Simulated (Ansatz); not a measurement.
# CH₉AlSi₂: basis-set convergence

One table from this session's results is given with a row withheld; the runs are named, their logs left out.

Program: Ansatz 0.2.0, Gaussian basis. Level of theory: one geometry, several basis sets. These are calculated values, not measurements.

Levels to be run: PBE0-D4/def2-SVP; ωB97M-V/def2-SVP; PBE0-D4/def2-QZVPP; ωB97M-V/def2-QZVPP; CCSD(T)/cc-pV(D+d)Z; CCSD(T)/cc-pV(T+d)Z; CCSD(T)/cc-pV(Q+d)Z; the functionals' def2-TZVPP values are taken from earlier runs.

## The relaxed structure

The geometry comes from an earlier relaxation with PBE0-D4 in a triple-zeta def2 set; it is a stationary point, not always the lowest conformer.

SMILES `[CH3][Al]([SiH3])[SiH3]`, 13 atoms, charge 0, spin multiplicity 1.

Atoms are counted from 1 here; the program's logs count them from 0.

Bond lengths: C1–Al2 1.956 Å, C1–H5 1.092 Å, C1–H6 1.096 Å, C1–H7 1.095 Å, Al2–Si3 2.464 Å, Al2–Si4 2.462 Å, Si3–H8 1.491 Å, Si3–H9 1.494 Å, Si3–H10 1.494 Å, Si4–H11 1.492 Å, Si4–H12 1.493 Å, Si4–H13 1.493 Å. Angles: Al2–C1–H5 113.4°, Al2–C1–H6 110.2°, Al2–C1–H7 110.6°, H5–C1–H6 108.0°, H5–C1–H7 108.2°, H6–C1–H7 106.2°, C1–Al2–Si3 118.5°, C1–Al2–Si4 122.5°, Si3–Al2–Si4 119.0°, Al2–Si3–H8 113.6°, Al2–Si3–H9 111.0°, Al2–Si3–H10 111.1°, H8–Si3–H9 107.1°, H8–Si3–H10 107.2°, H9–Si3–H10 106.5°, Al2–Si4–H11 114.1°, Al2–Si4–H12 110.7°, Al2–Si4–H13 110.7° and more.

Set-up of the first run:

Contents of in.yaml:

```yaml
crystal:
  periodic: [false, false, false]
  atoms:
    - {symbol: C, position_ang: [-0.781212, 1.807703, -0.883549]}
    - {symbol: Al, position_ang: [-0.094595, 0.148480, -0.108264]}
    - {symbol: Si, position_ang: [1.646512, 0.295773, 1.629223]}
    - {symbol: Si, position_ang: [-0.909836, -2.069653, -0.798070]}
    - {symbol: H, position_ang: [-1.525818, 1.645220, -1.665536]}
    - {symbol: H, position_ang: [-1.237827, 2.428285, -0.104342]}
    - {symbol: H, position_ang: [0.035987, 2.401020, -1.307845]}
    - {symbol: H, position_ang: [2.093618, -1.031275, 2.140178]}
    - {symbol: H, position_ang: [1.164016, 1.080476, 2.805135]}
    - {symbol: H, position_ang: [2.858821, 1.001330, 1.115723]}
    - {symbol: H, position_ang: [-1.962327, -2.030131, -1.854313]}
    - {symbol: H, position_ang: [-1.479406, -2.807998, 0.368136]}
    - {symbol: H, position_ang: [0.212467, -2.903931, -1.321576]}
basis:
  gaussian: {orbitals: def2-SVP}
hamiltonian: {xc: pbe0, dispersion: d4}
output: {orbitals: {seedname: orbitals}}
```

On the command line:

```bash
$ ansatz run in.yaml --threads 2 --pin off --events-out ev --progress --plain --max-ram 22528MiB --backend cpu
```

Among the steps run: PBE0-D4 in def2-SVP; ωB97M-V in def2-SVP; PBE0-D4 in def2-QZVPP; ωB97M-V in def2-QZVPP.

One table of the session follows, with a row left open; its other results are not shown here.

It belongs to the step «Density functionals: the series». 

```
functional       basis  HOMO (eV)  LUMO (eV)
   PBE0-D4    def2-SVP      -7.10      -2.07
   PBE0-D4  def2-TZVPP      -7.06      -2.07
   PBE0-D4  def2-QZVPP      -7.06      -2.07
   ωB97M-V    def2-SVP      -8.98      -0.39
   ωB97M-V  def2-TZVPP      -8.97      -0.43
   ωB97M-V  def2-QZVPP          ?          ?
```

Estimate the missing values for ωB97M-V, def2-QZVPP.

The run gave: HOMO (eV): -8.98; LUMO (eV): -0.49.
